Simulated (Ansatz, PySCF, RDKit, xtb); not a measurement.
**C5H4ClFS: which of the isomers drawn lies lowest?**

Which of a sample of isomers of C5H4ClFS is the most stable in the gas at 298.15 K, and what are its properties? The sample is small against all isomers, and the most stable one of this formula need not be in it.

Plan: many cheap relaxations first (GFN2-xTB), then density-functional screening, relaxation at B3LYP/def2-SVP, vibrations (at GFN2-xTB) and a final energy. The numbers are computed, not measured.

## 1. Possible bonding patterns

Isomers were taken from a list of plausible structures; this is a sample, not all of them. That gives 9 candidates.

```tsv
label	SMILES	spin
c256	FCc1cscc1Cl	singlet
c285	F[C@@]12CC(=S)[C@@H]1[C@H]2Cl	singlet
c456	F/C=C\CC(Cl)=C=S	singlet
c568	FCc1ccc(Cl)s1	singlet
c681	C=CC(=C=S)[C@H](F)Cl	singlet
c697	FCc1ccsc1Cl	singlet
c760	C#C[C@](F)(Cl)C(C)=S	singlet
c797	F[C@@]12C[C@@H]1[C@H](Cl)C2=S	singlet
c934	FCc1csc(Cl)c1	singlet
```

Candidates are built by distance geometry, with a force field where one applies, in up to four conformers (letters a to d).

**Question.** With final energies at CCSD(T)/def2-SVP + MP2/def2-TZVPP - MP2/def2-SVP, which structure will this search put lowest in free energy, and by what margin?

| quantity | value |
| --- | --- |
| lowest structure found | FCc1cscc1Cl, singlet |
| next finalist | FCc1csc(Cl)c1, singlet, 3.0 kcal/mol higher in G |
| share at equilibrium, among the finalists | 98.7 % |
| dipole moment (PBE0/def2-SVPD) | 0.86 D |
| HOMO energy (PBE0/def2-SVPD) | -7.20 eV |
| LUMO energy (PBE0/def2-SVPD) | -0.93 eV |
| HOMO–LUMO gap (PBE0/def2-SVPD) | 6.26 eV |
| lowest excitation (TD-PBE0/def2-SVPD) | 5.54 eV (f = 0.101) |
| lowest triplet excitation, same level, Tamm-Dancoff | 3.69 eV |
| vertical ionisation energy | 9.03 eV |
| vertical electron affinity | -0.82 eV (unbound: the value depends on the basis) |
| vertical triplet less singlet | +3.70 eV |

`FCc1cscc1Cl` comes out lowest. The margin, 3.0 kcal/mol, is modest. GFN2-xTB, HF/STO-3G, r2SCAN-D4/def2-SVP, B3LYP/def2-SVP, HF/def2-SVP and MP2/def2-SVP already put its bonding pattern lowest among the structures in one piece. Lowest found is not proven lowest: the search is finite, and each finalist counts with one conformer. Only 9 drawn patterns were tried, so whole families of isomers are missing, and the result ranks this sample alone.
